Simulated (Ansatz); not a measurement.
**CH₆OSiTe: a ladder of functionals and wavefunction methods**

Aim: compute CH₆OSiTe with functionals from several rungs and with coupled cluster, and see how far each lands from CCSD(T) at the basis-set limit for the atomisation energy.

The runs use Ansatz 0.2.0, Gaussian basis; functionals in def2-TZVPP, the program's frozen cores in correlated methods.

Plan: PBE-D4, r2SCAN-D4, PBE0-D4, B3LYP-D4, ωB97X-V, ωB97M-V, B2PLYP; CCSD(T)/def2-TZVPP; MP2/def2-QZVPP; extrapolation to the limit.

## 1. The relaxed structure

An earlier PBE0-D4/def2-TZVP relaxation fixed the geometry. Te takes the def2 core potential; no spin-orbit term is included.

SMILES `[SiH3]OC[TeH]`, 10 atoms, charge 0, spin multiplicity 1.

Atoms are counted from 1 here; the program's logs count them from 0.

Bond lengths: Si1–O2 1.653 Å, Si1–H5 1.480 Å, Si1–H6 1.484 Å, Si1–H7 1.490 Å, O2–C3 1.387 Å, C3–Te4 2.176 Å, C3–H8 1.090 Å, C3–H9 1.093 Å, Te4–H10 1.658 Å. Angles: O2–Si1–H5 105.5°, O2–Si1–H6 111.7°, O2–Si1–H7 109.4°, H5–Si1–H6 110.5°, H5–Si1–H7 110.9°, H6–Si1–H7 108.7°, Si1–O2–C3 124.3°, O2–C3–Te4 115.9°, O2–C3–H8 108.8°, O2–C3–H9 112.6°, Te4–C3–H8 104.1°, Te4–C3–H9 105.7°, H8–C3–H9 109.2°, C3–Te4–H10 93.4°.

Coordinates:

| atom | x (Å) | y (Å) | z (Å) |
| --- | --- | --- | --- |
| Si1 | 0.2247 | 1.4507 | -0.3829 |
| O2 | -0.9600 | 0.2992 | -0.3339 |
| C3 | -0.8529 | -0.9046 | 0.3462 |
| Te4 | 0.5344 | -2.3527 | -0.4982 |
| H5 | -0.4340 | 2.6748 | -0.8896 |
| H6 | 1.3407 | 1.0526 | -1.2772 |
| H7 | 0.7641 | 1.6656 | 0.9890 |
| H8 | -1.8170 | -1.4116 | 0.3168 |
| H9 | -0.5467 | -0.7732 | 1.3874 |
| H10 | 1.8298 | -1.7520 | 0.3453 |

## 2. PBE-D4 (GGA)

The input, in.yaml:

```yaml
crystal:
  periodic: [false, false, false]
  atoms:
    - {symbol: Si, position_ang: [0.224739, 1.450710, -0.382945]}
    - {symbol: O, position_ang: [-0.959973, 0.299249, -0.333885]}
    - {symbol: C, position_ang: [-0.852852, -0.904640, 0.346178]}
    - {symbol: Te, position_ang: [0.534403, -2.352708, -0.498155]}
    - {symbol: H, position_ang: [-0.434015, 2.674824, -0.889585]}
    - {symbol: H, position_ang: [1.340674, 1.052573, -1.277250]}
    - {symbol: H, position_ang: [0.764062, 1.665636, 0.989009]}
    - {symbol: H, position_ang: [-1.817045, -1.411630, 0.316789]}
    - {symbol: H, position_ang: [-0.546685, -0.773228, 1.387419]}
    - {symbol: H, position_ang: [1.829788, -1.751986, 0.345325]}
basis:
  gaussian: {orbitals: def2-TZVPP}
hamiltonian: {xc: pbe, dispersion: d4}
output: {forces: true, orbitals: {seedname: orbitals}}
```

On the command line:

```
> ansatz run in.yaml --threads 4 --pin off --events-out ev --progress --plain --max-ram 10444MiB
```

Further steps of the session: r2SCAN-D4 (meta-GGA); PBE0-D4 (hybrid); B3LYP-D4 (hybrid); ωB97X-V (range-separated); ωB97M-V (range-separated); B2PLYP (double hybrid); CCSD(T) in def2-TZVPP; MP2 in def2-QZVPP.

Q: Predict the results of all the runs planned. Wanted: atomisation energy, CCSD(T)/CBS; farthest; mean size of error, hybrid; mean size of error, range-separated; gap, smallest and largest; T1 diagnostic; triples share of the correlation energy.

As calculated:

| quantity | value |
| --- | --- |
| atomisation energy, CCSD(T)/CBS | 33.392 eV |
| functionals within 0.334 eV (1.0 %) | PBE-D4, r2SCAN-D4, B3LYP-D4, ωB97X-V, ωB97M-V |
| farthest | B2PLYP (-0.680 eV) |
| mean size of error, hybrid | 0.360 eV |
| mean size of error, range-separated | 0.183 eV |
| gap, smallest and largest | 3.72 eV (PBE-D4), 9.78 eV (ωB97X-V) |
| T1 diagnostic | 0.0118 |
| triples share of the correlation energy | 3.1 % |

PBE-D4 misses by +0.085 eV, or 0.009 eV for each of 9 bonds. Double hybrids carry the basis error of their MP2 part in triple zeta, and no dispersion term here, so their miss is partly the set-up's. Misses under about 0.334 eV are within the doubt on the reference itself, which lacks core-valence correlation, spin-orbit coupling and higher excitations, and its outer-core shells are covered unevenly. All levels share the lack of spin-orbit coupling, which lowers the free heavy atoms and so the true binding. Hartree-Fock recovers 70 % of the binding; the rest is correlation. The gap grows from 3.7 to 9.8 eV across the functionals, mostly with the share of exact exchange. Correlated methods include outer-core shells of Te, which these sets cover unevenly.
